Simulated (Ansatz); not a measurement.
**C₂H₁₃GaSi₃: basis-set convergence**

The task here is to estimate one member of a computed series from the others.

Program: Ansatz 0.2.0, Gaussian basis. Level of theory: one geometry, several basis sets. These are calculated values, not measurements.

The runs, in order: PBE0-D4/def2-SVP; ωB97M-V/def2-SVP; PBE0-D4/def2-QZVPP; ωB97M-V/def2-QZVPP; the functionals' def2-TZVPP values are taken from earlier runs.

### The geometry

The geometry comes from an earlier relaxation with PBE0-D4 in a triple-zeta def2 set; it is a stationary point, not always the lowest conformer.

SMILES `[SiH3]CC[SiH2][SiH2][GaH2]`, 19 atoms, charge 0, spin multiplicity 1.

Atoms are counted from 1 here; the program's logs count them from 0.

Bond lengths: Si1–C2 1.871 Å, Si1–H7 1.521 Å, Si1–H8 1.486 Å, Si1–H9 1.481 Å, C2–C3 1.533 Å, C2–H10 1.097 Å, C2–H11 1.096 Å, C3–Si4 1.894 Å, C3–H12 1.095 Å, C3–H13 1.095 Å, Si4–Si5 2.338 Å, Si4–H14 1.490 Å, Si4–H15 1.494 Å, Si5–Ga6 2.414 Å, Si5–H16 1.491 Å, Si5–H17 1.493 Å, Ga6–H18 1.571 Å, Ga6–H19 1.578 Å. Angles: C2–Si1–H7 110.7°, C2–Si1–H8 112.1°, C2–Si1–H9 112.9°, H7–Si1–H8 103.3°, H7–Si1–H9 106.9°, H8–Si1–H9 110.3°, Si1–C2–C3 115.7°, Si1–C2–H10 106.8°, Si1–C2–H11 107.1°, C3–C2–H10 110.4°, C3–C2–H11 110.8°, H10–C2–H11 105.6°, C2–C3–Si4 116.2°, C2–C3–H12 110.2°, C2–C3–H13 109.5°, Si4–C3–H12 107.1°, Si4–C3–H13 107.3°, H12–C3–H13 106.0° and more.

The first run:

Contents of in.yaml:

```yaml
crystal:
  periodic: [false, false, false]
  atoms:
    - {symbol: Si, position_ang: [-1.524077, -1.276633, -0.105085]}
    - {symbol: C, position_ang: [0.003673, -1.306298, 0.974420]}
    - {symbol: C, position_ang: [1.343773, -1.289363, 0.229604]}
    - {symbol: Si, position_ang: [1.616888, 0.150698, -0.969937]}
    - {symbol: Si, position_ang: [0.785746, 2.149014, -0.085539]}
    - {symbol: Ga, position_ang: [-1.599900, 1.872735, 0.158287]}
    - {symbol: H, position_ang: [-1.679399, 0.076764, -0.781365]}
    - {symbol: H, position_ang: [-1.418876, -2.219674, -1.248659]}
    - {symbol: H, position_ang: [-2.771787, -1.524767, 0.653477]}
    - {symbol: H, position_ang: [-0.071730, -2.199913, 1.605836]}
    - {symbol: H, position_ang: [-0.070291, -0.454986, 1.660071]}
    - {symbol: H, position_ang: [1.469789, -2.214632, -0.343141]}
    - {symbol: H, position_ang: [2.164305, -1.269673, 0.954709]}
    - {symbol: H, position_ang: [3.062194, 0.197582, -1.329724]}
    - {symbol: H, position_ang: [0.854703, -0.119218, -2.226775]}
    - {symbol: H, position_ang: [1.147886, 3.265526, -1.005191]}
    - {symbol: H, position_ang: [1.452097, 2.410031, 1.225275]}
    - {symbol: H, position_ang: [-2.616654, 2.449200, -0.890830]}
    - {symbol: H, position_ang: [-2.148332, 1.303576, 1.524543]}
basis:
  gaussian: {orbitals: def2-SVP}
hamiltonian: {xc: pbe0, dispersion: d4}
output: {orbitals: {seedname: orbitals}}
```

Launch:

```
$ ansatz run in.yaml --threads 2 --pin off --events-out ev --progress --plain --max-ram 22528MiB --backend cpu
```

Steps of the session up to this table: PBE0-D4 in def2-SVP; ωB97M-V in def2-SVP; PBE0-D4 in def2-QZVPP; ωB97M-V in def2-QZVPP.

One of the session's tables, all rows but one given; the rest of the session is left out.

It belongs to the step «Functionals by basis». 

| functional | basis | HOMO (eV) |
| --- | --- | --- |
| PBE0-D4 | def2-SVP | ? |
| PBE0-D4 | def2-TZVPP | -7.11 |
| PBE0-D4 | def2-QZVPP | -7.10 |
| ωB97M-V | def2-SVP | -9.06 |
| ωB97M-V | def2-TZVPP | -9.07 |
| ωB97M-V | def2-QZVPP | -9.07 |

Q: Estimate the row for PBE0-D4, def2-SVP from the others.

**Answer.** HOMO (eV): -7.13. In the column «HOMO (eV)» it lies between ωB97M-V, def2-SVP (-9.06) and PBE0-D4, def2-TZVPP (-7.11).
